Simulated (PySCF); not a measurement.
# C₂H₁₀Si₂: geometry, spin-spin couplings

What spin-spin couplings should C₂H₁₀Si₂ (`C[SiH2]C[SiH3]`) show?

Computed with PySCF 2.14.0, with density-fitted response routines of our own, on a single molecule in the gas phase. Atoms count from 0, in the outputs and in this text.

### Step 1. The starting structure

14 atoms, charge 0, multiplicity 1; geometry from: GFN2-xTB. The atoms were then displaced at random by about 0.01 Å, so the start is not that level's minimum.

Bonds of the start (Å): C0–Si1 1.87, Si1–C2 1.89, C2–Si3 1.92, C0–H4 1.11, C0–H5 1.10, C0–H6 1.08, Si1–H7 1.47, Si1–H8 1.46, C2–H9 1.11, C2–H10 1.09, Si3–H11 1.47, Si3–H12 1.50, Si3–H13 1.42.

### Step 2. Geometry optimisation at PBE0-D3(BJ)/def2-SVP

The job: settings as JSON, then the geometry in Å.

```
{"job": {"xc": "PBE0", "basis": "def2-SVP", "d3": "d3bj", "grid": 1, "shake": 0.01, "kind": "geom"}, "charge": 0, "multiplicity": 1}
C     -1.867270     0.301000    -0.235270
Si    -0.895130    -0.326400     1.235130
C      0.898480     0.255900     1.103470
Si     1.881120    -0.216240    -0.477620
H     -1.873790     1.405100    -0.298440
H     -2.930810     0.023700    -0.177380
H     -1.479860    -0.052220    -1.177110
H     -1.462740     0.190220     2.483140
H     -0.940360    -1.785330     1.278550
H      1.461600    -0.145280     1.977010
H      0.942920     1.340290     1.231080
H      1.729040    -1.656750    -0.712040
H      1.276880     0.528970    -1.628290
H      3.252740     0.121970    -0.329960
```

Run with:

```console
$ OMP_NUM_THREADS=1 python probes_run.py task.json out
```

This one command runs all jobs of the session in turn.

**Question.** This job is followed by: B3LYP/6-31G* indirect spin-spin coupling, non-relativistic, gas phase. Predict these results of the whole session: point group; rotational constants (main isotopes); largest coupling of the table (B3LYP/6-31G*).

**Answer**, as computed:

| quantity | value |
| --- | --- |
| point group | C1 |
| rotational constants (main isotopes) | 7.30, 2.16, 1.86 GHz |
| largest coupling of the table (B3LYP/6-31G*) | ¹J(Si,H) Si3–H11, -177.6 Hz |

What this shows: Relaxing lowered the energy by 0.143 eV in 4 steps; the close pair that moved most is Si3–H13, from 1.420 to 1.496 Å. No frequency check was run at this level, so the end point may be a saddle. In the run at B3LYP/6-31G*, the largest coupling of the table is Si3–H11 (mean over like pairs), -177.6 Hz, of which the Fermi-contact term gives -177.8 Hz. Couplings across rotatable bonds belong to this one conformer; where others are populated, the observed values are averages, and the simulated multiplets take (2 J gauche + J anti)/3 across rotating chain bonds. Couplings from bases without tight functions are rough.
